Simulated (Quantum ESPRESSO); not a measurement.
**Hf2F in Quantum ESPRESSO: the effect of target pressure**

Crystal: Hf2F.

```
CELL_PARAMETERS angstrom
3.59857 0.00000 0.00000
-1.79929 3.11646 0.00000
0.00000 0.00000 5.01510
ATOMIC_POSITIONS crystal
Hf 0.00000 0.00000 0.13565
Hf 0.66667 0.33333 0.51179
F 0.00000 0.00000 0.63341
```

The cell was built by a generator and needn't be a form met in nature.

Alike in all runs:

- Program: Quantum ESPRESSO 7.5
- Task: phonons
- Functional: LDA
- Potentials or basis: PseudoDojo 0.4.1 SR LDA standard
- Cutoff: 1143 eV
- Density cutoff: 4572 eV
- k mesh: 4 × 4 × 2, shifted
- Occupations: fermi-dirac, width 0.05 eV
- Spin: no spin polarisation

Each run relaxes the cell or the atoms first.

Question: One run gave: relaxed volume 12.36 Å³/atom; highest phonon frequency 737 cm⁻¹. Which target pressure did it use?
A. 25 GPa
B. 50 GPa
C. 80 GPa
D. 0 GPa
E. 10 GPa

Answer: C.

```csv
target pressure,relaxed volume (Å³/atom),highest phonon frequency (cm⁻¹)
0 GPa,16.80,405
10 GPa,15.76,466
25 GPa,14.65,536
50 GPa,13.38,637
80 GPa,12.36,737
```

Caveats: all runs use coarse meshes; the mesh is thin for the phonons of a metal; the cell relaxed to another space group than the one typed; an odd number of electrons without spin polarisation forces a metal; a magnetic or distorted state may lie lower; the volume moved by over 15 % at a fixed basis, so the end points are rough (some runs); the cell is more than 3 GPa from zero pressure, which shifts response properties (some runs).
